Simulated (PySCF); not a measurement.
# PbH−: bond curves at several levels of theory

Aim: find the lowest electronic state of PbH−, scan its bond at several levels of theory, and get bond length, wavenumber and dissociation energy from each curve.

Method: H aug-cc-pVDZ, Pb aug-cc-pVDZ-PP with ECP60, scalar-relativistic core potentials; program: PySCF 2.14.0.

3 further runs of the same task are left out: 3 set aside as unsound or not needed.

## (1) The job

A driver script around PySCF takes these settings:

```yaml
atoms: H, Pb
charge: -1
basis: H aug-cc-pVDZ, Pb aug-cc-pVDZ-PP with ECP60
Hamiltonian: scalar-relativistic core potentials
basis_functions: 41
electrons_treated: 24
masses_in_u: 1.0078, 207.9766
levels: PBE0, PBE, r²SCAN, r²SCANh, TPSSh, LDA, MP2, SCS-MP2, CCSD, CCSD(T)
grid: 80 radial by 434 angular points
occupations: held fixed by the projection of orbital angular momentum
dissociation_limit: H− + Pb, each in its ground configuration
starting_distance_in_angstrom: 1.815
values_of_2S_to_try: 0, 2
```

After this run come: PBE0 along the bond; PBE (GGA); r²SCAN (meta-GGA); r²SCANh (hybrid meta-GGA); TPSSh (hybrid meta-GGA); LDA; Adding correlation.

Q: Predict the outcome of this session. Wanted: for each run, Re; ωe; De; μ.

The runs gave:

Lowest PBE0 solution found, without spin–orbit coupling: ³Σ⁻ (triplet), unpaired electrons π ↑↑.

```csv
level,Re (Å),ωe (cm⁻¹),De (eV),μ (D)
UHF-MP2,1.880,1437,2.94,n/a
UHF-SCS-MP2,1.892,1414,2.77,n/a
UHF-CCSD,1.902,1360,2.75,n/a
UHF-CCSD(T),1.904,1352,2.80,n/a
LDA,1.893,1414,3.37,1.64
PBE,1.920,1349,3.02,1.80
r²SCAN,1.900,1400,3.06,1.72
TPSSh,1.907,1393,3.00,1.76
r²SCANh,1.894,1415,3.06,1.70
PBE0,1.898,1406,3.01,1.72
```

De is counted to H− + Pb in their ground configurations. A positive dipole points from H to Pb; in an ion it is taken about the centre of mass and does not tell which atom is negative.

Differences from CCSD(T) in the same basis:

```csv
level,Re (mÅ),ωe (%)
UHF-MP2,-24,+6.3
UHF-SCS-MP2,-12,+4.5
UHF-CCSD,-2,+0.6
LDA,-11,+4.6
PBE,+17,-0.2
r²SCAN,-4,+3.5
TPSSh,+3,+3.0
r²SCANh,-10,+4.7
PBE0,-6,+4.0
```

In words: Against CCSD(T) in the same basis, the bond length is nearest at UHF-CCSD (-2 mÅ) and farthest at UHF-MP2 (-24 mÅ); the wavenumber is nearest at PBE (-0.2 %) and farthest at UHF-MP2 (+6.3 %). CCSD(T) in a basis this small is itself some way from its limit, more so than the functionals. Of the levels with a De here, UHF-CCSD gives the least (2.75 eV) and LDA the most (3.37 eV).

Correlated steps freeze 4 core orbitals. These are scalar-relativistic numbers at best; spin–orbit coupling would shift them, the dissociation energy most. With some functionals the highest level of the anion is positive, from self-interaction error or because the anion is truly unbound there; the finite basis then holds the extra electron, and no neutral molecule was run to test the binding. With spin–orbit coupling the term label itself may not hold.
